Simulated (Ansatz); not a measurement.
**Tm2N: further runs on a relaxed guess**

The task, for Tm2N: see whether it has a gap, which orbitals make up the states near it and how charge is shared.

Program: Ansatz 0.2.0. Level of theory: DFT PBE, scalar-relativistic, plane waves, PAW; 4f electrons in the core of a trivalent norm-conserving potential. These are calculated values, not measurements.

1 further run of the same task is left out (set aside as unsound or not needed). Runs told in other sessions of the task aren't counted.

## Step 1: The structure to begin with

Symmetry: P-3m1, No. 164, trigonal system. Conventional cell: a = 3.426 Å, b = 3.426 Å, c = 5.800 Å, α = 90.00°, β = 90.00°, γ = 120.00°. Tm (site symmetry 3m) has 3 N at 2.37 Å in its first shell of neighbours. Around N (site symmetry -3m) lie 6 Tm at 2.37 Å.

Structure file:

```cif
data_structure
_symmetry_space_group_name_H-M 'P 1'
_symmetry_Int_Tables_number 1
_cell_length_a 3.4258
_cell_length_b 3.4258
_cell_length_c 5.8000
_cell_angle_alpha 90.000
_cell_angle_beta 90.000
_cell_angle_gamma 120.000
_cell_volume 58.95
loop_
_atom_site_label
_atom_site_type_symbol
_atom_site_fract_x
_atom_site_fract_y
_atom_site_fract_z
_atom_site_occupancy
Tm1 Tm 0.33333 0.66667 0.22607 1
Tm2 Tm 0.66667 0.33333 0.77393 1
N1 N 0.00000 0.00000 0.00000 1
```

It is the end of an earlier relaxation with the same method, from a database cell with other species swapped in; it is a trial structure. At a tolerance of 0.05 Å it has space group P-3m1 (No. 164); it has 19.65 Å³/atom, an uncorrected energy of -1.08 eV/atom over the elements.

## Step 2: Bands, states and charges

File input.yaml:

```yaml
crystal:
  lattice:
    - [3.4258409701, 0.0, 0.0]
    - [-1.7129204851, 2.9668653095, 0.0]
    - [0.0, 0.0, 5.8000415939]
  atoms:
    - { symbol: Tm, position: [0.3333333333, 0.6666666667, 0.226072555] }
    - { symbol: Tm, position: [0.6666666667, 0.3333333333, 0.773927445] }
    - { symbol: "N", position: [0.0, 0.0, 0.0] }
basis:
  ecutwfc: 690
kpoints:
  mp_grid: { grid: [18, 18, 8] }
  band_path:
    path:
      - [[0.0, 0.0, 0.0], [0.5, 0.0, 0.0], [0.33333333, 0.33333333, 0.0], [0.0, 0.0, 0.0], [0.0, 0.0, 0.5], [0.5, 0.0, 0.5], [0.33333333, 0.33333333, 0.5], [0.0, 0.0, 0.5]]
      - [[0.5, 0.0, 0.5], [0.5, 0.0, 0.0]]
      - [[0.33333333, 0.33333333, 0.5], [0.33333333, 0.33333333, 0.0]]
    npoints: 14
hamiltonian:
  xc: pbe
  pseudopotentials:
    kind: paw
    azcp: { Tm: "pseudopotentials/pbe/nc/lanthanide_3plus/Tm.nc.azcp" }
scf:
  occupations: { method: gaussian, width: 0.1 }
  n_extra_bands: 7
output:
  forces: true
  stress: true
  eigenvalues: true
  populations: true
  dos: { projected: true, de: 0.02, nscf_kmesh: { grid: [22, 22, 10] } }
  bader: true
```

On the command line:

```bash
$ ansatz run input.yaml --threads 1 --pin off --max-ram 2560MiB --backend cpu --events-out ev --progress --plain --runs-dir out
```

## Step 3: Bands, states and charges

input.yaml: that of step 2 with these lines changed.

```diff
@@ -13,8 +13,2 @@
   mp_grid: { grid: [18, 18, 8] }
-  band_path:
-    path:
-      - [[0.0, 0.0, 0.0], [0.5, 0.0, 0.0], [0.33333333, 0.33333333, 0.0], [0.0, 0.0, 0.0], [0.0, 0.0, 0.5], [0.5, 0.0, 0.5], [0.33333333, 0.33333333, 0.5], [0.0, 0.0, 0.5]]
-      - [[0.5, 0.0, 0.5], [0.5, 0.0, 0.0]]
-      - [[0.33333333, 0.33333333, 0.5], [0.33333333, 0.33333333, 0.0]]
-    npoints: 14
 hamiltonian:
@@ -33,2 +27,2 @@
   dos: { projected: true, de: 0.02, nscf_kmesh: { grid: [22, 22, 10] } }
-  bader: true
+  bader: false
```

Before running it: what results should come out? Wanted: gap; states at the Fermi level.

**Answer**, as computed:

| quantity | value |
| --- | --- |
| gap | none (metal) |
| states at the Fermi level | 2.99 per eV per cell |

In words: There is no gap at this level. Of the projected weight within 0.25 eV of the Fermi level, the largest part is Tm 5d (89 %). These runs have no spin-orbit coupling; with Tm it would split and shift bands. The final runs have no spin polarisation, so a magnetic state may lie lower. The lanthanide's 4f electrons sit in the core of its potential, so it is trivalent by construction and shows no f bands or moments.

No U or exact exchange acts on the 4f shell of Tm, so a metallic reading can be the functional's.
